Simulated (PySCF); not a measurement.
# TcO4−: NMR shieldings

Aim: compute the NMR shieldings of TcO4− (`[O]=[Tc-](=[O])(=[O])=[O]`).

Programs: PySCF 2.14.0, with routines of our own; each step states its level. All values are computed. Atoms count from 0.

## 1. The starting structure

5 atoms, charge -1, multiplicity 1; geometry from: GFN2-xTB.

## 2. NMR shieldings: KT2/pcJ-1 Tc:dyall-v2z, spin–orbit

The job: settings as JSON, then the geometry in Å.

```
{"job": {"xc": "KT2", "basis": {"default": "pcJ-1", "Tc": "dyall-v2z"}, "rel": "so", "kind": "hnmr"}, "charge": -1, "multiplicity": 1}
Tc    -0.000170    -0.000040    -0.000190
O      0.010420    -0.017610     1.666580
O      1.567960     0.010310    -0.565110
O     -0.792760     1.364880    -0.536320
O     -0.785450    -1.357540    -0.564950
```

With the program's defaults for keys left out, this is: KT2/pcJ-1 Tc:dyall-v2z GIAO NMR shielding, X2C with spin-orbit coupling, screened-nuclear two-electron part, Gaussian nuclei, gas phase.

Command:

```sh
OMP_NUM_THREADS=1 python heavy_run.py task.json out
```

The driver reads the jobs from task.json and runs them one after another.

What it wrote:

```text
spin-free SCF
coarse grid: 28896 points
cycle   1  E = -4601.6750923451  dE =  3.072e+00  |g| = 4.164e+00  |ddm| = 2.374e+00
cycle   2  E = -4579.5302273382  dE =  2.214e+01  |g| = 1.289e+01  |ddm| = 9.082e+00
cycle   3  E = -4600.1277237336  dE = -2.060e+01  |g| = 5.487e+00  |ddm| = 6.697e+00
cycle   4  E = -4601.9182338932  dE = -1.791e+00  |g| = 3.816e+00  |ddm| = 2.434e+00
cycle   5  E = -4604.2991123385  dE = -2.381e+00  |g| = 1.880e+00  |ddm| = 2.195e+00
cycle   6  E = -4604.8962848101  dE = -5.972e-01  |g| = 4.992e-01  |ddm| = 9.786e-01
cycle   7  E = -4604.6892300668  dE =  2.071e-01  |g| = 1.134e+00  |ddm| = 7.447e-01
cycle   8  E = -4604.9371011445  dE = -2.479e-01  |g| = 1.520e-01  |ddm| = 5.652e-01
cycle   9  E = -4604.9344410191  dE =  2.660e-03  |g| = 1.950e-01  |ddm| = 1.643e-01
cycle  10  E = -4604.9419823862  dE = -7.541e-03  |g| = 1.794e-02  |ddm| = 9.811e-02
cycle  11  E = -4604.9420149487  dE = -3.256e-05  |g| = 8.732e-03  |ddm| = 1.159e-02
cycle  12  E = -4604.9420319109  dE = -1.696e-05  |g| = 1.121e-03  |ddm| = 5.364e-03
cycle  13  E = -4604.9420321018  dE = -1.909e-07  |g| = 2.944e-04  |ddm| = 7.004e-04
final grid: 59056 points
cycle  14  E = -4604.9377021622  dE = -2.388e-04  |g| = 4.648e-01  |ddm| = 1.405e-03
cycle  15  E = -4604.9376928243  dE =  9.338e-06  |g| = 1.197e-02  |ddm| = 4.191e-03
cycle  16  E = -4604.9374563527  dE =  2.365e-04  |g| = 3.526e-02  |ddm| = 2.080e-02
cycle  17  E = -4604.9377025987  dE = -2.462e-04  |g| = 7.258e-04  |ddm| = 1.746e-02
cycle  18  E = -4604.9377022105  dE =  3.882e-07  |g| = 1.773e-03  |ddm| = 9.299e-04
cycle  19  E = -4604.9377026738  dE = -4.633e-07  |g| = 1.979e-04  |ddm| = 6.707e-04
cycle  20  E = -4604.9377026798  dE = -5.954e-09  |g| = 3.469e-05  |ddm| = 1.040e-04
converged SCF energy = -4604.9377026798
two-component SCF
cycle   1  E = -4604.6849977237  dE = -4.605e+03  |FDS-SDF| = 5.328e+01
cycle   2  E = -4605.2452939115  dE = -5.603e-01  |FDS-SDF| = 2.568e-02
cycle   3  E = -4605.2452858388  dE =  8.073e-06  |FDS-SDF| = 1.056e-02
cycle   4  E = -4605.2452002342  dE =  8.560e-05  |FDS-SDF| = 2.561e-02
cycle   5  E = -4605.2452938732  dE = -9.364e-05  |FDS-SDF| = 3.469e-03
cycle   6  E = -4605.2452956787  dE = -1.806e-06  |FDS-SDF| = 9.858e-04
cycle   7  E = -4605.2452958623  dE = -1.836e-07  |FDS-SDF| = 2.090e-04
cycle   8  E = -4605.2452958701  dE = -7.755e-09  |FDS-SDF| = 4.311e-05
converged, E = -4605.2452958701

Field gradients (au) and densities at the nuclei (bohr^-3)
atom        Vxx        Vyy        Vzz        centre      nuclear mean
  0 Tc     0.0008     0.0031    -0.0040     100928.037      99018.337
  1 O     -0.1186    -0.1193     0.2379        321.142        321.131
  2 O     -0.1187    -0.1189     0.2376        321.142        321.131
  3 O     -0.1182    -0.1193     0.2375        321.142        321.131
  4 O     -0.1183    -0.1191     0.2374        321.142        321.131
without picture change
  0 Tc                          -0.0042                    198096.925

Core orbital energies (eV)
atom   shell        mean    spread
  0 Tc 1s       -20891.090   0.000
  0 Tc 2s        -2981.367   0.000
  0 Tc 3s         -517.925   0.000
  0 Tc 4s          -69.221   0.000
  0 Tc 2p1/2     -2746.273   0.000
  0 Tc 2p3/2     -2628.563   0.000
  0 Tc 3p1/2      -427.824   0.000
  0 Tc 3p3/2      -408.015   0.000
  0 Tc 4p1/2       -43.244   0.000
  0 Tc 4p3/2       -40.410   0.000
  0 Tc 3d3/2      -249.907   0.000
  0 Tc 3d5/2      -246.173   0.007

vertical triplet (scalar unrestricted SCF): 4.134 eV

Shielding tensors (ppm)
atom      isotropic    diamagn.    paramagn.     s11        s22        s33       span
  0 Tc     -722.97     3896.90    -4619.86    -723.57    -723.00    -722.33       1.24
  1 O      -332.02      408.77     -740.78    -338.60    -338.07    -319.38      19.22
  2 O      -332.01      408.77     -740.78    -338.65    -338.05    -319.33      19.32
  3 O      -332.11      408.77     -740.88    -338.70    -338.28    -319.35      19.34
  4 O      -332.11      408.77     -740.88    -338.62    -338.38    -319.31      19.31
```

Run time: 76 s. Hardware: 1 thread of Arm Neoverse N1, shared host; peak memory 1 GiB.

Key values:

```tsv
quantity	value
energy from spin-orbit coupling	-0.3076 Eh
```

## 3. NMR shieldings: B3LYP/pcJ-1 Tc:dyall-v2z, spin–orbit

The job: settings as JSON, then the geometry in Å.

```
{"job": {"xc": "B3LYP", "basis": {"default": "pcJ-1", "Tc": "dyall-v2z"}, "rel": "so", "kind": "hnmr"}, "charge": -1, "multiplicity": 1}
Tc    -0.000170    -0.000040    -0.000190
O      0.010420    -0.017610     1.666580
O      1.567960     0.010310    -0.565110
O     -0.792760     1.364880    -0.536320
O     -0.785450    -1.357540    -0.564950
```

Method: B3LYP/pcJ-1 Tc:dyall-v2z GIAO NMR shielding, X2C with spin-orbit coupling, screened-nuclear two-electron part, Gaussian nuclei, gas phase.

What it wrote:

```text
spin-free SCF
coarse grid: 28896 points
cycle   1  E = -4583.8381092690  dE =  2.570e+00  |g| = 4.002e+00  |ddm| = 2.411e+00
cycle   2  E = -4565.5977252851  dE =  1.824e+01  |g| = 1.208e+01  |ddm| = 7.996e+00
cycle   3  E = -4583.7701454172  dE = -1.817e+01  |g| = 4.387e+00  |ddm| = 5.911e+00
cycle   4  E = -4583.2599045997  dE =  5.102e-01  |g| = 4.074e+00  |ddm| = 2.607e+00
cycle   5  E = -4586.6808554220  dE = -3.421e+00  |g| = 7.369e-01  |ddm| = 1.970e+00
cycle   6  E = -4586.4505536743  dE =  2.303e-01  |g| = 1.331e+00  |ddm| = 8.310e-01
cycle   7  E = -4586.7699887149  dE = -3.194e-01  |g| = 1.576e-01  |ddm| = 6.052e-01
cycle   8  E = -4586.7660589075  dE =  3.930e-03  |g| = 2.128e-01  |ddm| = 1.644e-01
cycle   9  E = -4586.7742253739  dE = -8.166e-03  |g| = 3.732e-02  |ddm| = 1.040e-01
cycle  10  E = -4586.7744520874  dE = -2.267e-04  |g| = 1.124e-02  |ddm| = 1.999e-02
cycle  11  E = -4586.7744723584  dE = -2.027e-05  |g| = 7.673e-04  |ddm| = 4.958e-03
cycle  12  E = -4586.7744724355  dE = -7.711e-08  |g| = 3.564e-04  |ddm| = 4.749e-04
final grid: 59056 points
cycle  13  E = -4586.7740632475  dE = -7.185e-07  |g| = 8.729e-04  |ddm| = 8.991e-04
cycle  14  E = -4586.7740617459  dE =  1.502e-06  |g| = 2.967e-03  |ddm| = 1.768e-03
cycle  15  E = -4586.7740633824  dE = -1.637e-06  |g| = 1.124e-04  |ddm| = 1.395e-03
cycle  16  E = -4586.7740633840  dE = -1.592e-09  |g| = 3.351e-05  |ddm| = 6.388e-05
converged SCF energy = -4586.7740633840
two-component SCF
cycle   1  E = -4586.5223258812  dE = -4.587e+03  |FDS-SDF| = 5.313e+01
cycle   2  E = -4587.0810780270  dE = -5.588e-01  |FDS-SDF| = 1.565e-01
cycle   3  E = -4587.0812738874  dE = -1.959e-04  |FDS-SDF| = 6.782e-03
cycle   4  E = -4587.0812780774  dE = -4.190e-06  |FDS-SDF| = 8.414e-03
cycle   5  E = -4587.0812843170  dE = -6.240e-06  |FDS-SDF| = 3.976e-03
cycle   6  E = -4587.0812871986  dE = -2.882e-06  |FDS-SDF| = 9.489e-04
cycle   7  E = -4587.0812876010  dE = -4.024e-07  |FDS-SDF| = 1.729e-04
cycle   8  E = -4587.0812876138  dE = -1.282e-08  |FDS-SDF| = 7.608e-05
converged, E = -4587.0812876138

Field gradients (au) and densities at the nuclei (bohr^-3)
atom        Vxx        Vyy        Vzz        centre      nuclear mean
  0 Tc     0.0008     0.0034    -0.0042      98649.667      96955.747
  1 O     -0.1198    -0.1205     0.2403        311.696        311.685
  2 O     -0.1198    -0.1202     0.2400        311.696        311.685
  3 O     -0.1195    -0.1205     0.2400        311.696        311.685
  4 O     -0.1196    -0.1203     0.2398        311.696        311.685
without picture change
  0 Tc                          -0.0044                    193871.172

Core orbital energies (eV)
atom   shell        mean    spread
  0 Tc 1s       -20897.444   0.000
  0 Tc 2s        -2994.589   0.000
  0 Tc 3s         -525.319   0.000
  0 Tc 4s          -73.266   0.000
  0 Tc 2p1/2     -2759.380   0.000
  0 Tc 2p3/2     -2641.481   0.000
  0 Tc 3p1/2      -434.743   0.000
  0 Tc 3p3/2      -414.789   0.000
  0 Tc 4p1/2       -46.367   0.000
  0 Tc 4p3/2       -43.413   0.000
  0 Tc 3d3/2      -254.664   0.000
  0 Tc 3d5/2      -250.903   0.001

Shielding tensors (ppm)
atom      isotropic    diamagn.    paramagn.     s11        s22        s33       span
  0 Tc     -950.60     3888.40    -4839.00    -951.26    -950.62    -949.92       1.34
  1 O      -406.21      405.85     -812.06    -429.00    -428.43    -361.20      67.80
  2 O      -406.18      405.85     -812.03    -429.04    -428.36    -361.13      67.91
  3 O      -406.28      405.86     -812.14    -429.09    -428.60    -361.16      67.93
  4 O      -406.27      405.86     -812.12    -428.99    -428.70    -361.12      67.87
```

It took 2.9 min on 1 thread of Arm Neoverse N1, shared host; peak memory 1.2 GiB.

From this job:

```tsv
quantity	value
energy from spin-orbit coupling	-0.3072 Eh
```

## 4. NMR shieldings: BHandHLYP/pcJ-1 Tc:dyall-v2z, spin–orbit

The job: settings as JSON, then the geometry in Å.

```
{"job": {"xc": "BHandHLYP", "basis": {"default": "pcJ-1", "Tc": "dyall-v2z"}, "rel": "so", "kind": "hnmr"}, "charge": -1, "multiplicity": 1}
Tc    -0.000170    -0.000040    -0.000190
O      0.010420    -0.017610     1.666580
O      1.567960     0.010310    -0.565110
O     -0.792760     1.364880    -0.536320
O     -0.785450    -1.357540    -0.564950
```

Method: BHandHLYP/pcJ-1 Tc:dyall-v2z GIAO NMR shielding, X2C with spin-orbit coupling, screened-nuclear two-electron part, Gaussian nuclei, gas phase.

What it wrote:

```text
spin-free SCF
coarse grid: 28896 points
cycle   1  E = -4584.1011188757  dE =  1.776e+00  |g| = 3.667e+00  |ddm| = 2.422e+00
cycle   2  E = -4572.9073238476  dE =  1.119e+01  |g| = 9.966e+00  |ddm| = 6.068e+00
cycle   3  E = -4586.0579343420  dE = -1.315e+01  |g| = 1.611e+00  |ddm| = 4.141e+00
cycle   4  E = -4586.4430221481  dE = -3.851e-01  |g| = 2.849e-01  |ddm| = 5.591e-01
cycle   5  E = -4586.4482393857  dE = -5.217e-03  |g| = 1.265e-01  |ddm| = 1.078e-01
cycle   6  E = -4586.4507143668  dE = -2.475e-03  |g| = 1.904e-02  |ddm| = 4.790e-02
cycle   7  E = -4586.4507490555  dE = -3.469e-05  |g| = 1.248e-02  |ddm| = 1.240e-02
cycle   8  E = -4586.4507711299  dE = -2.207e-05  |g| = 4.405e-03  |ddm| = 5.191e-03
cycle   9  E = -4586.4507739075  dE = -2.778e-06  |g| = 1.151e-03  |ddm| = 1.727e-03
final grid: 59056 points
cycle  10  E = -4586.4504818809  dE =  4.541e-07  |g| = 2.721e-03  |ddm| = 1.551e-03
cycle  11  E = -4586.4504764639  dE =  5.417e-06  |g| = 6.799e-03  |ddm| = 3.585e-03
cycle  12  E = -4586.4504829482  dE = -6.484e-06  |g| = 8.496e-05  |ddm| = 2.565e-03
cycle  13  E = -4586.4504829497  dE = -1.456e-09  |g| = 2.549e-05  |ddm| = 5.115e-05
converged SCF energy = -4586.4504829497
two-component SCF
cycle   1  E = -4586.1990424430  dE = -4.586e+03  |FDS-SDF| = 5.309e+01
cycle   2  E = -4586.7559741691  dE = -5.569e-01  |FDS-SDF| = 3.793e-01
cycle   3  E = -4586.7568025818  dE = -8.284e-04  |FDS-SDF| = 1.682e-02
cycle   4  E = -4586.7568598294  dE = -5.725e-05  |FDS-SDF| = 5.422e-03
cycle   5  E = -4586.7568783384  dE = -1.851e-05  |FDS-SDF| = 4.312e-03
cycle   6  E = -4586.7568860918  dE = -7.753e-06  |FDS-SDF| = 2.313e-03
cycle   7  E = -4586.7568902984  dE = -4.207e-06  |FDS-SDF| = 8.924e-04
cycle   8  E = -4586.7568907622  dE = -4.637e-07  |FDS-SDF| = 2.315e-04
cycle   9  E = -4586.7568908311  dE = -6.895e-08  |FDS-SDF| = 1.056e-04
cycle  10  E = -4586.7568908435  dE = -1.240e-08  |FDS-SDF| = 4.786e-05
converged, E = -4586.7568908435

Field gradients (au) and densities at the nuclei (bohr^-3)
atom        Vxx        Vyy        Vzz        centre      nuclear mean
  0 Tc     0.0007     0.0036    -0.0043      98564.714      96876.074
  1 O     -0.1429    -0.1437     0.2866        311.367        311.357
  2 O     -0.1428    -0.1435     0.2863        311.367        311.357
  3 O     -0.1427    -0.1436     0.2862        311.367        311.357
  4 O     -0.1427    -0.1433     0.2860        311.367        311.357
without picture change
  0 Tc                          -0.0045                    193693.931

Core orbital energies (eV)
atom   shell        mean    spread
  0 Tc 1s       -20997.626   0.000
  0 Tc 2s        -3033.644   0.000
  0 Tc 3s         -543.758   0.000
  0 Tc 4s          -79.813   0.000
  0 Tc 2p1/2     -2792.849   0.000
  0 Tc 2p3/2     -2674.186   0.000
  0 Tc 3p1/2      -450.502   0.000
  0 Tc 3p3/2      -430.195   0.000
  0 Tc 4p1/2       -51.205   0.000
  0 Tc 4p3/2       -48.161   0.000
  0 Tc 3d3/2      -265.583   0.000
  0 Tc 3d5/2      -261.743   0.012

Shielding tensors (ppm)
atom      isotropic    diamagn.    paramagn.     s11        s22        s33       span
  0 Tc    -1138.54     3886.42    -5024.97   -1139.22   -1138.55   -1137.87       1.35
  1 O      -477.37      405.41     -882.78    -525.57    -524.91    -381.63     143.93
  2 O      -477.35      405.41     -882.76    -525.63    -524.82    -381.59     144.04
  3 O      -477.43      405.42     -882.85    -525.66    -525.04    -381.61     144.05
  4 O      -477.43      405.42     -882.85    -525.53    -525.17    -381.59     143.94
```

It took 3.3 min on 1 thread of Arm Neoverse N1, shared host; peak memory 1.2 GiB.

From this job:

```tsv
quantity	value
energy from spin-orbit coupling	-0.3064 Eh
```

## 5. Shieldings side by side

```tsv
run	Tc0	O1	O2	O3	O4	time
step 2, KT2/pcJ-1 Tc:dyall-v2z, spin–orbit	-723.0	-332.0	-332.0	-332.1	-332.1	76 s
step 3, B3LYP/pcJ-1 Tc:dyall-v2z, spin–orbit	-950.6	-406.2	-406.2	-406.3	-406.3	2.9 min
step 4, BHandHLYP/pcJ-1 Tc:dyall-v2z, spin–orbit	-1138.5	-477.4	-477.3	-477.4	-477.4	3.3 min
```

## 6. What came out

| quantity | value |
| --- | --- |
| energy from spin-orbit coupling (step 2, KT2/pcJ-1 Tc:dyall-v2z, spin–orbit) | -0.3076 Eh |
| shieldings (step 2, KT2/pcJ-1 Tc:dyall-v2z, spin–orbit) | Tc0 -723.0, O1 -332.0, O2 -332.0, O3 -332.1, O4 -332.1 ppm |
| energy from spin-orbit coupling (step 3, B3LYP/pcJ-1 Tc:dyall-v2z, spin–orbit) | -0.3072 Eh |
| shieldings (step 3, B3LYP/pcJ-1 Tc:dyall-v2z, spin–orbit) | Tc0 -950.6, O1 -406.2, O2 -406.2, O3 -406.3, O4 -406.3 ppm |
| energy from spin-orbit coupling (step 4, BHandHLYP/pcJ-1 Tc:dyall-v2z, spin–orbit) | -0.3064 Eh |
| shieldings (step 4, BHandHLYP/pcJ-1 Tc:dyall-v2z, spin–orbit) | Tc0 -1138.5, O1 -477.4, O2 -477.3, O3 -477.4, O4 -477.4 ppm |

In words: Tc0 moves most between the runs, by 416 ppm; the labels say what changes from run to run. The geometry comes from tight binding, which is rough for metal atoms, and these values hang on it.
